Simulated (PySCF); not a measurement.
# BFH2S2 (SMILES FB(S)S), step by step

We compute a geometry optimisation (HF-D3(0)/STO-3G), then vibrational wavenumbers, then the energy (CCSD(T)/DZVP2) of BFH2S2. Input form: a Python script.

Program for the calculation: PySCF 2.14.0.

### 1 The molecule

The species is BFH2S2 (6 atoms), typed as a singlet with charge 0. As SMILES, `FB(S)S`. The start is not the relaxed shape. The run starts from this shape.

Bond lengths: F1–B2 1.342 Å, B2–S3 1.850 Å, B2–S4 1.797 Å, S3–H5 1.440 Å, S4–H6 1.411 Å. Angles: F1–B2–S3 117.9°, F1–B2–S4 120.8°, S3–B2–S4 117.2°, B2–S3–H5 86.7°, B2–S4–H6 92.6°.

### 2 A structure relaxation at HF-D3(0)/STO-3G (density fitting with aug-cc-pvtz-jkfit, IEF-PCM water, max memory mb 1860) (run 1)

File job.py:

```python
from pyscf import gto, solvent
from pyscf.geomopt.geometric_solver import kernel as optimise

mol = gto.Mole()
mol.atom = [
    ('F', (-0.390811, -0.854283, 0.919641)),
    ('B', (0.049305, 0.086929, 0.069852)),
    ('S', (1.827066, 0.030284, -0.439659)),
    ('S', (-1.090338, 0.949652, -1.019886)),
    ('H', (2.010526, -0.938245, 0.610348)),
    ('H', (-2.203460, 0.628878, -0.213831)),
]
mol.verbose = 3
mol.max_memory = 1860
mol.basis = 'sto-3g'
mol.build()

calc0 = mol.RHF()
calc0 = calc0.density_fit(auxbasis='aug-cc-pvtz-jkfit')
calc0 = calc0.PCM()
calc0.with_solvent.method = 'IEF-PCM'
calc0.with_solvent.eps = 78.3553  # water
calc0.disp = 'd3zero'
converged, mol_eq = optimise(calc0, maxsteps=100, convergence_set='GAU_TIGHT')
print('converged:', converged)
print(mol_eq.tostring())

calc0.reset(mol_eq)
mol = mol_eq
calc0.kernel()
e_tot = calc0.e_tot
print(f'total energy: {e_tot:.8f} hartree')
```

Launch:

```sh
$ OMP_NUM_THREADS=1 python job.py
```

The log of the run:

```text
convergence_set           GAU_TIGHT
maxiter                   100
----------------------------------------------------------
Custom engine selected.
Bonds will be generated from interatomic distances less than 1.20 times sum of covalent radii
18 internal coordinates being used (instead of 18 Cartesians)
Internal coordinate system (atoms numbered from 1):
Distance 1-2
Distance 2-3
Distance 2-4
Distance 3-5
Distance 4-6
Angle 1-2-4
Angle 3-2-4
Angle 2-3-5
Angle 2-4-6
Out-of-Plane 2-1-3-4
Dihedral 1-2-3-5
Dihedral 4-2-3-5
Dihedral 1-2-4-6
Dihedral 3-2-4-6
Translation-X 1-6
Translation-Y 1-6
Translation-Z 1-6
Rotation-A 1-6
Rotation-B 1-6
Rotation-C 1-6
> ===== Optimization Info: ====
> Job type: Energy minimization
> Maximum number of optimization cycles: 100
> Initial / maximum trust radius (Angstrom): 0.100 / 0.300
> Convergence Criteria:
> Will converge when all 5 criteria are reached:
>  |Delta-E| < 1.00e-06
>  RMS-Grad  < 1.00e-05
>  Max-Grad  < 1.50e-05
>  RMS-Disp  < 4.00e-05
>  Max-Disp  < 6.00e-05
> === End Optimization Info ===

[... 10 lines left out ...]
WARN: Mole.unit (angstrom) is changed to Bohr
[... 31 lines left out ...]
converged SCF energy = -910.045308475573
[... 77 lines left out ...]
WARN: PCM is an experimental feature. It is still in testing.
[... 56 lines left out ...]
converged SCF energy = -910.047487943694
[... 77 lines left out ...]
WARN: PCM is an experimental feature. It is still in testing.
[... 56 lines left out ...]
converged SCF energy = -910.047492337474
[... 77 lines left out ...]
WARN: PCM is an experimental feature. It is still in testing.
[... 56 lines left out ...]
converged SCF energy = -910.047490588609
[... 79 lines left out ...]
WARN: PCM is an experimental feature. It is still in testing.
[... 56 lines left out ...]
converged SCF energy = -910.047492636986
[... 77 lines left out ...]
WARN: PCM is an experimental feature. It is still in testing.
[... 2 lines left out ...]
converged SCF energy = -910.04749264072
--------------- PCMDFRHF_Scanner (+PCM) gradients ---------------
         x                y                z
0 F     0.0000045871    -0.0000053216    -0.0000001236
1 B     0.0000004296    -0.0000030117    -0.0000001423
2 S     0.0000025056     0.0000107288    -0.0000044078
3 S    -0.0000068331    -0.0000029334     0.0000046455
4 H    -0.0000006519     0.0000002551    -0.0000002478
5 H    -0.0000000373     0.0000002829     0.0000002761
----------------------------------------------
cycle 25: E = -910.047492641  dE = 3.58e-10  norm(grad) = 1.66449e-05
Step   24 : Displace = 1.669e-05/2.593e-05 (rms/max) Trust = 4.181e-03 (+) Grad = 1.238e-06/2.362e-06 (rms/max) E (change) = -910.0474926407 (+3.580e-10) Quality = -3.563
Hessian Eigenvalues: 1.49770e-02 2.36607e-02 3.74806e-02 ... 3.80385e-01 6.05286e-01 7.98199e-01
Converged! =D

converged: True
F          -0.64152242       -0.60574405        0.97739408
B           0.02315033       -0.02552354        0.00314223
S           1.80186826       -0.16994410       -0.07738436
S          -0.84983061        0.90952316       -1.24372308
H           1.93536168       -0.91755970        1.01357066
H          -2.06673925        0.71246323       -0.74653453

WARN: PCM is an experimental feature. It is still in testing.
Features and APIs may be changed in the future.

converged SCF energy = -910.047492640717
total energy: -910.04749264 hartree
```

Wall time 3.3 min (1 thread of Intel Xeon at 2.50GHz (Skylake/Cascade Lake), shared host); peak memory 0.39 GiB.

The path in brief:

| step | energy from the first frame kept (eV) | largest force (eV/Å) |
| --- | --- | --- |
| 0 | 0.0000 | 4.7909 |
| 1 | -0.6358 | 1.0312 |
| 2 | -0.6355 | 1.0273 |
| 3 | -0.6869 | 0.3186 |
| 4 | -0.6729 | 0.4600 |
| 5 | -0.6946 | 0.1063 |
| 6 | -0.6951 | 0.0584 |
| 7 | -0.6952 | 0.0169 |
| 8 | -0.6952 | 0.0056 |
| 9 | -0.6952 | 0.0008 |
| 10 | -0.6952 | 0.0006 |
| 11 | -0.6952 | 0.0019 |
| 12 | -0.6952 | 0.0055 |
| 13 | -0.6952 | 0.0111 |
| 14 | -0.6952 | 0.0175 |
| 15 | -0.6952 | 0.0186 |
| 16 | -0.6951 | 0.0220 |
| 17 | -0.6952 | 0.0092 |
| 18 | -0.6952 | 0.0064 |
| 19 | -0.6952 | 0.0053 |
| 20 | -0.6952 | 0.0023 |
| 21 | -0.6952 | 0.0017 |
| 22 | -0.6952 | 0.0005 |
| 23 | -0.6952 | 0.0005 |
| 24 | -0.6952 | 0.0006 |

After the run. Bond lengths: F1–B2 1.314 Å, B2–S3 1.786 Å, B2–S4 1.786 Å, S3–H5 1.329 Å, S4–H6 1.329 Å. Angles: F1–B2–S3 120.1°, F1–B2–S4 120.1°, S3–B2–S4 119.8°, B2–S3–H5 96.2°, B2–S4–H6 96.2°.

### 3 The harmonic vibrations at HF-D3(0)/STO-3G (density fitting with aug-cc-pvtz-jkfit, IEF-PCM water, max memory mb 1860) (run 2)

File calc.py:

```python
import numpy
from pyscf import gto, scf, solvent, symm
from pyscf.hessian import thermo

system = gto.M(
    atom=[
    ('F', (-0.855247, -0.718957, 1.212446)),
    ('B', (-0.190575, -0.138737, 0.238194)),
    ('S', (1.601610, -0.313524, 0.200585)),
    ('S', (-1.010950, 0.798971, -1.021427)),
    ('H', (1.703002, -1.060316, 1.295487)),
    ('H', (-2.240208, 0.618804, -0.548930)),
],
    verbose=3,
    max_memory=1860,
    basis='sto-3g',
)

myscf = scf.RHF(system)
myscf = myscf.density_fit(auxbasis='aug-cc-pvtz-jkfit')
myscf = myscf.PCM()
myscf.with_solvent.method = 'IEF-PCM'
myscf.with_solvent.eps = 78.3553
myscf.disp = 'd3zero'
myscf.kernel()

energy = myscf.e_tot
print('E = %.10f Eh' % energy)
hess = myscf.Hessian().kernel()
modes = thermo.harmonic_analysis(system, hess)
print('frequencies (1/cm)', numpy.round(modes['freq_wavenumber'], 1))
symm.geom.TOLERANCE = 1e-3  # for the symmetry number
th = thermo.thermo(myscf, modes['freq_au'], 500, 101325)
thermo.dump_thermo(system, th)
```

Launch:

```sh
$ OMP_NUM_THREADS=1 python calc.py
```

The log of the run:

```text
WARN: PCM is an experimental feature. It is still in testing.
Features and APIs may be changed in the future.

converged SCF energy = -910.047152300353
E = -910.0471523004 Eh

WARN: DFTD3 does not support analytical Hessian, using finite difference

WARN: Mole.unit (angstrom) is changed to Bohr

frequencies (1/cm) [ 259.3  365.   387.4  420.5  553.4  618.6  986.9 1089.2 1237.1 1560.4
 3282.5 3284.7]
temperature 500.0000 [K]
pressure 101325.00 [Pa]
Rotational constants [GHz] 6.87172 3.07837 2.12598
Symmetry number 1
Zero-point energy (ZPE) 0.03200 [Eh]   84007.852 [J/mol]
                           tot       elec      trans        rot        vib
Entropy [J/mol/K]       342.431      0.000    176.410    116.788     49.233
Cv [J/mol/K]             82.057      0.000     12.472     12.472     57.113
Cp [J/mol/K]             90.371      0.000     20.786     12.472     57.113
Internal energy [J/mol]                      6235.845   6235.845  98722.220
Internal energy [Eh]   -910.00480  -910.04715
Enthalpy [J/mol]                            10393.075   6235.845  98722.220
Enthalpy [Eh]          -910.00322
Gibbs free energy [J/mol]                  -77812.129 -52157.941  74105.780
Gibbs free energy [Eh] -910.06843
```

It took 67 s on 1 thread of Intel Xeon at 2.50GHz (Skylake/Cascade Lake), shared host; peak memory 0.65 GiB.

### 4 A single-point energy at CCSD(T)/DZVP2 (max memory mb 1860) (run 3)

File job.py:

```python
from pyscf import gto, cc

system = gto.M(
    atom=[
    ('F', (-0.641522, -0.605744, 0.977394)),
    ('B', (0.023150, -0.025524, 0.003142)),
    ('S', (1.801868, -0.169944, -0.077384)),
    ('S', (-0.849831, 0.909523, -1.243723)),
    ('H', (1.935362, -0.917560, 1.013571)),
    ('H', (-2.066739, 0.712463, -0.746535)),
],
    max_memory=1860,
    verbose=4,
    spin=0,
    basis='dzvp2',
)

myscf = system.RHF()
myscf.kernel()

mycc = cc.CCSD(myscf, frozen=12)
mycc.kernel()
e_t = mycc.ccsd_t()
e_final = mycc.e_tot + e_t
print(f'total energy: {e_final:.8f} hartree')
dip = myscf.dip_moment()
pop, q = myscf.mulliken_pop()
```

Launch:

```sh
$ OMP_NUM_THREADS=1 python job.py
```

The log of the run:

```text
PySCF version 2.14.0

[... 60 lines left out ...]
converged SCF energy = -920.432396889596
[... 12 lines left out ...]
Init t2, MP2 energy = -920.923591027096  E_corr(MP2) -0.491194137499722
[... 12 lines left out ...]
CCSD converged
[... 2 lines left out ...]
total energy: -920.97578063 hartree
Dipole moment(X, Y, Z, Debye): -0.59301, -0.51674,  0.86910
[... 42 lines left out ...]
pop of  2 S 3dxy          0.00328
pop of  2 S 3dyz          0.01788
pop of  2 S 3dz^2         0.01482
pop of  2 S 3dxz          0.00307
pop of  2 S 3dx2-y2       0.01840
pop of  3 S 1s            1.99984
pop of  3 S 2s            2.00050
pop of  3 S 3s            1.02280
pop of  3 S 4s            0.74466
pop of  3 S 2px           2.00151
pop of  3 S 2py           2.00141
pop of  3 S 2pz           2.00164
pop of  3 S 3px           0.86415
pop of  3 S 3py           1.19056
pop of  3 S 3pz           1.13580
pop of  3 S 4px           0.10410
pop of  3 S 4py           0.49117
pop of  3 S 4pz           0.39343
pop of  3 S 3dxy          0.00670
pop of  3 S 3dyz          0.00927
pop of  3 S 3dz^2         0.00668
pop of  3 S 3dxz          0.02069
pop of  3 S 3dx2-y2       0.01411
pop of  4 H 1s            0.54147
pop of  4 H 2s            0.38589
pop of  4 H 2px           0.00455
pop of  4 H 2py           0.01279
pop of  4 H 2pz           0.01758
pop of  5 H 1s            0.54148
pop of  5 H 2s            0.38589
pop of  5 H 2px           0.01911
pop of  5 H 2py           0.00762
pop of  5 H 2pz           0.00820
 ** Mulliken atomic charges  **
charge of    0F =     -0.25209
charge of    1B =      0.19474
charge of    2S =     -0.00905
charge of    3S =     -0.00903
charge of    4H =      0.03772
charge of    5H =      0.03772
```

Run time: 15 s. Hardware: 1 thread of Intel Xeon at 2.50GHz (Skylake/Cascade Lake), shared host; peak memory 0.26 GiB.

### 5 Summary of results

| quantity | value |
| --- | --- |
| run 1, HF-D3(0)/STO-3G: total energy at the end | -910.04749 Eh |
| run 1, HF-D3(0)/STO-3G: dipole moment | 1.41 D |
| run 1, HF-D3(0)/STO-3G: HOMO energy | -7.18 eV |
| run 1, HF-D3(0)/STO-3G: LUMO energy | 8.48 eV |
| run 1, HF-D3(0)/STO-3G: HOMO–LUMO gap | 15.67 eV |
| run 1, HF-D3(0)/STO-3G: dispersion energy | -6.89 kJ/mol |
| run 1, HF-D3(0)/STO-3G: solvent term in the energy | -8.8 kJ/mol |
| run 2, HF-D3(0)/STO-3G: total energy | -910.04715 Eh |
| run 2, HF-D3(0)/STO-3G: dipole moment | 1.43 D |
| run 2, HF-D3(0)/STO-3G: HOMO–LUMO gap | 15.66 eV |
| run 2, HF-D3(0)/STO-3G: lowest harmonic wavenumber | 259 cm⁻¹ |
| run 2, HF-D3(0)/STO-3G: highest harmonic wavenumber | 3285 cm⁻¹ |
| run 2, HF-D3(0)/STO-3G: zero-point energy | 84.0 kJ/mol |
| run 2, HF-D3(0)/STO-3G: ideal-gas entropy at 500 K (symmetry number 1 as used) | 81.8 cal/(mol K) |
| run 3, CCSD(T)/DZVP2: total energy | -920.97578 Eh |
| run 3, CCSD(T)/DZVP2: dipole moment (Hartree–Fock density) | 1.17 D |
| run 3, CCSD(T)/DZVP2: HOMO energy (Hartree–Fock orbitals) | -10.45 eV |
| run 3, CCSD(T)/DZVP2: LUMO energy (Hartree–Fock orbitals) | 3.45 eV |
| run 3, CCSD(T)/DZVP2: HOMO–LUMO gap (Hartree–Fock orbitals) | 13.91 eV |
| run 3, CCSD(T)/DZVP2: correlation energy (12 core orbitals frozen) | -543.4 mEh |
| run 3, CCSD(T)/DZVP2: (T) correction | -16.20 mEh |
| run 3, CCSD(T)/DZVP2: T1 diagnostic | 0.014 |

The optimisation (run 1, HF-D3(0)/STO-3G) took 24 steps and changed the energy by -0.695 eV. All 12 modes are real. The vibrations (run 2, HF-D3(0)/STO-3G) are taken at a shape not relaxed at this level, so they aren't the harmonic values of a minimum. Mulliken charges (run 3, CCSD(T)/DZVP2) of the mean-field density run from -0.25 on F1 to +0.19 on B2. The triples (run 3, CCSD(T)/DZVP2) make up 3.0 % of the correlation energy.
